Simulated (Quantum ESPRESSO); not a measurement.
The system is SnSe2.

```xyz
3
Lattice="3.8110 0.0000 0.0000 -1.9055 3.3004 0.0000 0.0000 0.0000 6.1360" Properties=species:S:1:pos:R:3 pbc="T T T"
Sn    0.0000    0.0000    0.0000
Se    1.9055    1.1001    4.6081
Se    0.0000    2.2003    1.5279
```

- Program: Quantum ESPRESSO 7.5
- Task: relaxation of cell and atoms
- Functional: PBEsol
- Dispersion: D4
- Potentials or basis: GBRV 1.5 PBEsol
- Cutoff: 925 eV
- Density cutoff: 7401 eV
- k mesh: 7 × 7 × 4
- Occupations: fermi-dirac, width 0.05 eV
- Spin: no spin polarisation

At the start: pressure 1.1 GPa; volume 25.73 Å³/atom.

Where does the relaxation end?

Over 13 steps the energy falls by 18.7 meV/atom and the volume is 24.33 Å³/atom (-5.4 %); space group P-3m1 (No. 164, to 0.05 Å).

Step by step:
```
step  energy change (eV)  largest force (eV/Å)  pressure (GPa)  volume (Å³)
   1              0.0000                0.6168            1.12        77.18
   2             -0.0116                0.4930            0.56        77.38
   3             -0.0310                0.0899           -1.03        77.84
   4             -0.0325                0.0536           -1.09        77.70
   5             -0.0391                0.0546           -0.89        76.48
   6             -0.0418                0.0437           -0.41        75.56
   7             -0.0431                0.0132            0.10        74.90
   8             -0.0439                0.0518            0.33        74.67
   9             -0.0461                0.1145            0.61        74.26
  10             -0.0495                0.1620            0.83        73.60
  11             -0.0532                0.1460            0.82        72.92
  12             -0.0555                0.0768            0.33        72.98
  13             -0.0561                0.0149            0.06        73.00
```

Final structure:
```cif
data_structure
_symmetry_space_group_name_H-M 'P 1'
_symmetry_Int_Tables_number 1
_cell_length_a 3.8044
_cell_length_b 3.8044
_cell_length_c 5.8240
_cell_angle_alpha 90.000
_cell_angle_beta 90.000
_cell_angle_gamma 120.000
_cell_volume 73.00
loop_
_atom_site_label
_atom_site_type_symbol
_atom_site_fract_x
_atom_site_fract_y
_atom_site_fract_z
_atom_site_occupancy
Sn1 Sn 0.00000 0.00000 0.00000 1
Se1 Se 0.66667 0.33333 0.72815 1
Se2 Se 0.33333 0.66667 0.27185 1
```
